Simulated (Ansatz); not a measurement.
**C3H12GaN (SMILES C[Ga-](C)(C)[NH3+]) at HF/6-31G(d) (spherical functions)**

Aim: the vertical ionisation energy of C3H12GaN at HF/6-31G* (spherical functions), from 2 runs. 

Program for the calculation: Ansatz 0.2.0.

39 further runs of the same task are left out: 2 that didn't finish, 37 set aside as unsound or not needed.

### 1 The molecule

C3H12GaN: 17 atoms, total charge 0, spin state singlet. As SMILES, `C[Ga-](C)(C)[NH3+]`. The coordinates come from a PBE0-D4/def2-TZVP relaxation.

Bond lengths: C1–Ga2 1.995 Å, Ga2–C3 1.995 Å, Ga2–C4 1.995 Å, Ga2–N5 2.185 Å, C1–H6 1.094 Å, C1–H7 1.094 Å, C1–H8 1.094 Å, C3–H9 1.094 Å, C3–H10 1.094 Å, C3–H11 1.094 Å, C4–H12 1.094 Å, C4–H13 1.094 Å, C4–H14 1.094 Å, N5–H15 1.013 Å, N5–H16 1.013 Å, N5–H17 1.013 Å. Some angles: C1–Ga2–C3 117.9°, C1–Ga2–C4 117.9°, C1–Ga2–N5 98.5°, C3–Ga2–C4 117.9°, C3–Ga2–N5 98.5°, C4–Ga2–N5 98.5°, Ga2–C1–H6 110.3°, Ga2–C1–H7 112.2°, Ga2–C1–H8 112.2°, Ga2–C3–H9 112.2°.

### 2 The energy at HF/6-31G(d) (spherical functions)

run.yaml reads:

```yaml
basis:
  gaussian:
    orbitals: 6-31G_st_-spherical.json
crystal:
  periodic: [false, false, false]
  atoms:
    - {symbol: C, position_ang: [-0.724690, 0.767350, -1.780960]}
    - {symbol: Ga, position_ang: [0.155500, -0.156590, -0.247090]}
    - {symbol: C, position_ang: [2.027140, 0.365110, 0.206730]}
    - {symbol: C, position_ang: [-0.422310, -2.018890, 0.176160]}
    - {symbol: "N", position_ang: [-0.870130, 0.876400, 1.382070]}
    - {symbol: H, position_ang: [-0.337770, 0.382760, -2.729300]}
    - {symbol: H, position_ang: [-0.538820, 1.845740, -1.776900]}
    - {symbol: H, position_ang: [-1.807520, 0.609810, -1.793330]}
    - {symbol: H, position_ang: [2.328700, 0.007070, 1.195860]}
    - {symbol: H, position_ang: [2.727720, -0.067300, -0.513810]}
    - {symbol: H, position_ang: [2.173270, 1.449260, 0.179340]}
    - {symbol: H, position_ang: [-0.082930, -2.343380, 1.164610]}
    - {symbol: H, position_ang: [-0.002060, -2.721570, -0.549520]}
    - {symbol: H, position_ang: [-1.509750, -2.134500, 0.136040]}
    - {symbol: H, position_ang: [-0.554260, 0.531670, 2.281190]}
    - {symbol: H, position_ang: [-1.871800, 0.734050, 1.323650]}
    - {symbol: H, position_ang: [-0.690280, 1.873060, 1.345280]}
output: {orbitals: {seedname: orbitals}}
accuracy: high
hamiltonian:
  xc: hf
```

The basis set 6-31G* is read from a file made from the Basis Set Exchange's data (not shown).

On the command line:

```console
$ ansatz run run.yaml --threads 1 --pin off --max-ram 3480MiB --events-out events.jsonl --progress --plain --runs-dir runs
```

The program printed:

```text
Warning: RAYON_NUM_THREADS=1 ignored (pool sized by the plan → 1); use --threads N
Functional definition: HF
  name "HF"
  exchange = exact_x
  correlation = 0
2790 factors; integrals over basis functions are off by at most 7.7e-9 eV
mean field evaluation 1: about -57085.4770 eV, gradient 4.0e1 eV
mean field evaluation 2: about -57085.5870 eV, gradient 4.0e1 eV
mean field evaluation 4: about -57089.7767 eV, gradient 3.2e0 eV
mean field evaluation 8: about -57089.8146 eV, gradient 1.0e-4 eV
mean field -57089.81461527 eV, -2098.0119902449 hartree, gradient 3.5e-8 eV, S^2 0.000000; 0 other end points of the search recorded, 0 dependent functions left out
reference -57089.81461527 eV, -2098.0119902449 hartree; 34, 34 occupied and 78, 78 virtual orbitals, 2790 factors
Total energy: -57089.81461527 eV, -2098.0119902449 hartree
```

Run time: 8.7 s. Hardware: 1 thread of Arm Neoverse V1, shared host; peak memory 0.45 GiB.

### 3 The doublet cation

molecule.yaml reads:

```yaml
crystal:
  periodic: [false, false, false]
  atoms:
    - {symbol: C, position_ang: [-0.724690, 0.767350, -1.780960]}
    - {symbol: Ga, position_ang: [0.155500, -0.156590, -0.247090]}
    - {symbol: C, position_ang: [2.027140, 0.365110, 0.206730]}
    - {symbol: C, position_ang: [-0.422310, -2.018890, 0.176160]}
    - {symbol: "N", position_ang: [-0.870130, 0.876400, 1.382070]}
    - {symbol: H, position_ang: [-0.337770, 0.382760, -2.729300]}
    - {symbol: H, position_ang: [-0.538820, 1.845740, -1.776900]}
    - {symbol: H, position_ang: [-1.807520, 0.609810, -1.793330]}
    - {symbol: H, position_ang: [2.328700, 0.007070, 1.195860]}
    - {symbol: H, position_ang: [2.727720, -0.067300, -0.513810]}
    - {symbol: H, position_ang: [2.173270, 1.449260, 0.179340]}
    - {symbol: H, position_ang: [-0.082930, -2.343380, 1.164610]}
    - {symbol: H, position_ang: [-0.002060, -2.721570, -0.549520]}
    - {symbol: H, position_ang: [-1.509750, -2.134500, 0.136040]}
    - {symbol: H, position_ang: [-0.554260, 0.531670, 2.281190]}
    - {symbol: H, position_ang: [-1.871800, 0.734050, 1.323650]}
    - {symbol: H, position_ang: [-0.690280, 1.873060, 1.345280]}
basis:
  gaussian:
    orbitals: 6-31G_st_-spherical.json
accuracy: high
hamiltonian:
  xc: hf
magnetization:
  spin_polarized: true
  initial_magnetization: 1
output:
  orbitals: {seedname: orbitals}
total_charge: 1
```

The basis set 6-31G* is read from a file made from the Basis Set Exchange's data (not shown).

On the command line:

```console
$ ansatz run molecule.yaml --threads 1 --pin off --max-ram 3480MiB --events-out events.jsonl --progress --plain --runs-dir runs
```

The program printed (excerpt; [...] marks lines left out):

```text
Warning: RAYON_NUM_THREADS=1 ignored (pool sized by the plan → 1); use --threads N
[... 2 set-up lines as earlier in the session ...]
[...]
2790 factors; integrals over basis functions are off by at most 7.7e-9 eV
[...]
mean field -57081.82055570 eV, -2097.7182139743 hartree, gradient 2.1e-8 eV, S^2 0.769296; 2 other end points of the search recorded, 0 dependent functions left out
reference -57081.82055570 eV, -2097.7182139743 hartree; 34, 33 occupied and 78, 79 virtual orbitals, 2790 factors
Total energy: -57081.82055570 eV, -2097.7182139743 hartree
```

It took 51 s on 1 thread of Arm Neoverse V1, shared host; peak memory 0.59 GiB.

### 4 What came out

Level: HF/6-31G* (spherical functions).

```
                                          quantity           value
                    singlet C3H12GaN: total energy  -2098.01199 Eh
                     singlet C3H12GaN: HOMO energy        -9.52 eV
                     singlet C3H12GaN: LUMO energy         3.65 eV
                   singlet C3H12GaN: HOMO–LUMO gap        13.17 eV
                      doublet cation: total energy  -2097.71821 Eh
doublet cation: HOMO energy (highest over α and β)       -14.07 eV
 doublet cation: LUMO energy (lowest over α and β)        -6.50 eV
                              doublet cation: ⟨S²⟩           0.769
vertical ionisation energy (to the doublet cation)        7.994 eV
```

What this shows: Removing an electron at fixed nuclei costs 7.99 eV (184 kcal/mol). The negative HOMO energy of the first species, 9.52 eV, lies 1.52 eV above that difference.
